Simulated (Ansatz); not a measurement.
This script makes a ranking of polymorphs by energy of 3 structures of W with the Ansatz DFT code, driven from Python.

The script reads `w_fm_3m.extxyz`:
```text
1
Lattice="0.0 2.03 2.03 2.03 0.0 2.03 2.03 2.03 0.0" Properties=species:S:1:pos:R:3 pbc="T T T"
W     0.00000000    0.00000000    0.00000000
```

`w_im_3m.xyz`
```text
1
Lattice="-1.582345 1.582345 1.582345 1.582345 -1.582345 1.582345 1.582345 1.582345 -1.582345" Properties=species:S:1:pos:R:3 pbc="T T T"
W     0.00000000    0.00000000    0.00000000
```

Input file `w_pm_3n.vasp`:
```text
W
1.0
   5.08300000    0.00000000    0.00000000
   0.00000000    5.08300000    0.00000000
   0.00000000    0.00000000    5.08300000
W
8
Direct
   0.00000000    0.00000000    0.00000000
   0.50000000    0.50000000    0.50000000
   0.00000000    0.50000000    0.25000000
   0.00000000    0.50000000    0.75000000
   0.25000000    0.00000000    0.50000000
   0.75000000    0.00000000    0.50000000
   0.50000000    0.75000000    0.00000000
   0.50000000    0.25000000    0.00000000
```

`w.py`:
```python
# -*- coding: utf-8 -*-
'''Which structure of W is lowest in energy, after relaxing atoms and volume at fixed cell shape.'''

import warnings

import ansatz
from ase.io import read
import numpy as np
import spglib
from tabulate import tabulate


def compute(name, crystal):
    calc = (
        crystal.calculation()
        .functional('r2scan')
        .scf(tolerance=1e-06)
        .basis(380, xc_grid=1)
        .kpoints(spacing=0.26)
        .occupations('fermi_dirac', width=0.05)
        .stress()
        .band_table()
    )
    calc = calc.relax(force_tolerance=0.01, fix_cell=['shape'])
    return calc.run(threads=1)


def space_group(outcome):
    sites = outcome.report['lattice']['sites']
    kinds = sorted({site['symbol'] for site in sites})
    cell = (outcome.lattice.cell_ang, [site['position_frac'] for site in sites], [kinds.index(site['symbol']) for site in sites])
    return spglib.get_spacegroup(cell, symprec=0.01)


def volume_per_atom(outcome):
    return abs(np.linalg.det(outcome.lattice.cell_ang)) / len(outcome.lattice.sites)


def pressure_gpa(outcome):
    return float(np.trace(outcome.report['stress_gpa']) / 3)

warnings.simplefilter('ignore', ansatz.DeckWarning)

phases = {}
fm_3m = ansatz.Crystal.from_extxyz('w_fm_3m.extxyz')
phases['Fm-3m'] = fm_3m
im_3m = ansatz.Crystal.from_extxyz('w_im_3m.xyz')
phases['Im-3m'] = im_3m
atoms = read('w_pm_3n.vasp', format='vasp')
pm_3n = ansatz.Crystal.from_ase(atoms)
phases['Pm-3n'] = pm_3n

done = {}
for name, crystal in phases.items():
    try:
        done[name] = compute(name, crystal)
    except ansatz.NonConvergedError as error:
        print(name, 'did not converge:', str(error)[:120])

energy = {name: o.report['energy_sigma0_ev'] / len(o.lattice.sites) for name, o in done.items()}
lowest = min(energy.values())
rows = [(name, len(o.lattice.sites), 1000 * (energy[name] - lowest), space_group(o), volume_per_atom(o), pressure_gpa(o)) for name, o in done.items()]
rows.sort(key=lambda row: row[2])
print(tabulate(rows, headers=['phase', 'atoms', 'dE (meV/atom)', 'space group', 'V (A^3/atom)', 'P (GPa)'], floatfmt='.4f', tablefmt='simple'))
```

Which of these structures comes out lowest, and how far apart are they?

By space group at the end of each run: Im-3m (+0 meV an atom, 15.9 Å³), Pm-3n (+89 meV an atom, 16.1 Å³) and Fm-3m (+529 meV an atom, 16.2 Å³).

The output:

Running `python w.py` prints:
```text
phase      atoms    dE (meV/atom)  space group      V (A^3/atom)    P (GPa)
-------  -------  ---------------  -------------  --------------  ---------
Im-3m          1           0.0000  Im-3m (229)           15.9306    -0.0323
Pm-3n          8          88.7877  Pm-3n (223)           16.1162     0.0069
Fm-3m          1         529.4455  Fm-3m (225)           16.1818    -0.0025
```

Notes:
- The settings weren't tested for convergence.
- The cutoff lies under the one recommended for these potentials.
- Under the recommended cutoff a pressure can be off by several GPa, even in sign.
- For the metals among these phases the mesh is modest: differences between phases can be off by up to 40 meV an atom.
- The program warned that this SCF threshold is loose for forces or stresses.
- Atoms and volume are relaxed with the cell's shape held, which in cells of lower than cubic symmetry can hide stresses and shift volumes.
- xc_grid=1 is under the default for a meta-GGA and makes forces and stresses depend on the grid.
- Pressure is positive in compression.
- Spin-orbit coupling, which matters for elements this heavy, is left out.
- The cells come from databases of deposited and of computed structures, and not all need be stable phases.
- The ranking holds among these structures alone, at zero temperature; the ground state may be another structure. Differences under about 40 meV an atom lie within the error of mesh and functional.
- The script silences the warnings on its input, which a real study should read.
- Run time: 52 s on 1 thread of Arm Neoverse V1 (shared host), peak memory 0.53 GiB.
